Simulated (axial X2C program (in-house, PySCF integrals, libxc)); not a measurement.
**GaZn: EOM-EA-CCSD levels**

Wanted for GaZn: EOM-EA-CCSD levels, at the two-component level.

The runs use an in-house X2C program for linear molecules on PySCF integrals; two-component X2C with atomic mean-field terms, Ga dyall-acv3z, Zn dyall-acv3z.

All values are calculated.

## 1. Set-up

The input, task.json:

```json
{
 "zs": [
  31,
  30
 ],
 "q": 0,
 "bas": [
  "dyall-acv3z",
  "dyall-acv3z"
 ],
 "r0": 2.42,
 "eom": "ea",
 "thr": -1.0,
 "nmax": 92,
 "grid": [
  1,
  0.96,
  1.045,
  0.92,
  1.09,
  1.15
 ]
}
```

Keys: zs atomic numbers; q charge; bas basis sets; r0 starting distance in Å; eom kind of EOM run; thr threshold in hartree for freezing inner shells (an s shell follows its p shell); nmax most natural virtual spinors; grid distances as factors.

On the command line:

```console
python soeom.py task.json out
```

The runs that follow: EOM-EA-CCSD at 2.673 Å.

Before running it: what results should come out? Wanted: next root; T1 of the reference; lowest state, Re and ωe.

The runs gave:

| quantity | value |
| --- | --- |
| lowest root at 2.673 Å | Ω = 1/2, 5.495 eV |
| next root | Ω = 3/2, about 430 cm⁻¹ higher |
| T1 of the reference | 0.018 |
| lowest state, Re and ωe | 2.732 Å, 110.2 cm⁻¹ |

The added electron is bound by 5.49 eV in a spinor of 72% Ga pπ, 21% Zn pπ. Errors of 0.1 to 0.3 eV are usual at this size, and roots led by higher excitations are left out, so the list is incomplete, and low states of that kind can be missing.
